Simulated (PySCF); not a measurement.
# C2H5NSi: the cost of one run

Computed with PySCF 2.14.0, with density-fitted response routines of our own, on a single molecule in the gas phase. Atoms count from 0, in the outputs and in this text.

## 1. The molecule as given

9 atoms, charge 0, multiplicity 1; geometry from: GFN2-xTB. The atoms were then displaced at random by about 0.01 Å, so the start is not that level's minimum.

Bonds of the start (Å): C0–Si1 1.86, Si1–C2 1.86, C2–N3 1.19, C0–H4 1.09, C0–H5 1.09, C0–H6 1.11, Si1–H7 1.47, Si1–H8 1.48.

## 2. Relaxing the molecule at PBE0-D3(BJ)/def2-SVP

What the job is given:

```
{"job": {"xc": "PBE0", "basis": "def2-SVP", "d3": "d3bj", "grid": 1, "shake": 0.01, "kind": "geom"}, "charge": 0, "multiplicity": 1}
C     -1.189520     0.338090    -0.002620
Si     0.348360    -0.709830    -0.058900
C      1.794590     0.450530     0.085460
N      2.741500     1.166170     0.182860
H     -1.285400     0.913850     0.913700
H     -2.105520    -0.246920    -0.094790
H     -1.217000     1.080830    -0.821880
H      0.530410    -1.395470    -1.341300
H      0.440390    -1.614390     1.103750
```

Started as:

```sh
> OMP_NUM_THREADS=1 python probes_run.py task.json out
```

The driver reads the jobs from task.json and runs them one after another.

**Question.** How long does this first job take on 1 thread of Arm Neoverse V1, shared host, and how much memory does it need?

About 16 s, with a peak of 0.41 GiB.
